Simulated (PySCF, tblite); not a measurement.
# C4H11N2PSi: geometry, infrared bands and NMR shifts

What infrared bands and NMR shifts should C4H11N2PSi (`N[P@]1(=N[SiH3])C=CCC1`) show?

Programs: tblite 0.8.0 and PySCF 2.14.0, with density-fitted response routines of our own. Each step states its level of theory. These are calculated values for one molecule in the gas phase, unless marked as measured. Atoms count from 0, in the outputs and in this text.

### Step 1. The starting structure

19 atoms, charge 0, multiplicity 1; geometry from: force field or distance geometry start.

Bonds of the start (Å): N0–P1 1.71, P1–N2 1.55, N2–Si3 1.75, P1–C4 1.81, C4–C5 1.31, C5–C6 1.46, C6–C7 1.51, C7–P1 1.85, N0–H8 1.06, N0–H9 1.03, Si3–H10 1.46, Si3–H11 1.49, Si3–H12 1.47, C4–H13 1.08, C5–H14 1.10, C6–H15 1.14, C6–H16 1.11, C7–H17 1.10, C7–H18 1.11.

### Step 2. Optimising the geometry with GFN2-xTB

Job settings and geometry (Å):

```
{"job": {"kind": "relax", "xc": "GFN2-xTB", "basis": "xTB"}, "charge": 0, "multiplicity": 1}
N      0.336400     1.700000     1.450300
P      0.086300     0.750400     0.046400
N      1.163100     0.834200    -1.059100
Si     2.491600    -0.277400    -1.301800
C     -1.556600     0.924100    -0.686400
C     -2.303600    -0.072000    -0.265900
C     -1.645200    -1.005800     0.650100
C     -0.145300    -1.036900     0.443900
H      1.083000     1.315200     2.092000
H      0.486500     2.699600     1.259700
H      2.093000    -1.548900    -1.907200
H      3.011300    -0.592600     0.059500
H      3.500200     0.444100    -2.087600
H     -1.874100     1.701600    -1.372100
H     -3.355800    -0.176700    -0.579500
H     -1.776300    -0.705000     1.745400
H     -2.110500    -2.002400     0.481400
H      0.177700    -1.680500    -0.393900
H      0.328600    -1.261900     1.417300
```

Launch:

```sh
> OMP_NUM_THREADS=1 python probes_run.py task.json out
```

One launch serves the whole session: the jobs run in the order shown.

**Question.** This job is followed by: GFN2-xTB harmonic vibrations, gas phase; GIAO PBE0/pcSseg-1 NMR shielding, non-relativistic, gas phase. What will the session give for the following? strongest single infrared mode (GFN2-xTB); zero-point energy (GFN2-xTB); ¹³C shifts against TMS (PBE0/pcSseg-1); ¹H shifts against TMS (PBE0/pcSseg-1, means over atoms taken as alike); ¹⁵N shifts against NH3 (PBE0/pcSseg-1); ³¹P shifts against H3PO4 (PBE0/pcSseg-1); ²⁹Si shifts against TMS (PBE0/pcSseg-1).

**Answer**, as computed:

| quantity | value |
| --- | --- |
| strongest single infrared mode (GFN2-xTB) | 799 cm⁻¹, 579 km/mol |
| zero-point energy (GFN2-xTB) | 88.7 kcal/mol |
| ¹³C shifts against TMS (PBE0/pcSseg-1) | 158.5, 134.6, 33.0, 31.8 ppm |
| ¹H shifts against TMS (PBE0/pcSseg-1, means over atoms taken as alike) | 6.98, 5.99, 4.88, 2.65, 2.61, 1.91, 1.85, 1.56 ppm |
| ¹⁵N shifts against NH3 (PBE0/pcSseg-1) | 69.9, 66.6 ppm |
| ³¹P shifts against H3PO4 (PBE0/pcSseg-1) | 36.9 ppm |
| ²⁹Si shifts against TMS (PBE0/pcSseg-1) | -69.6 ppm |

What this shows: Over 146 steps the energy fell by 0.941 eV; of the close pairs, C6–H15 changed most, 1.143 to 1.094 Å. The lowest mode is imaginary (64i cm⁻¹), so the xTB geometry is not a minimum. The strongest single mode, at 799 cm⁻¹, has its largest shares on H10, H11 and H12 (the list is cut at 3 atoms). Unscaled tight-binding wavenumbers are off by several per cent, some by more. Its intensities can rank the bands wrongly. At PBE0/pcSseg-1: The largest span, 247 ppm, is at C5, where the paramagnetic term is -227 ppm.
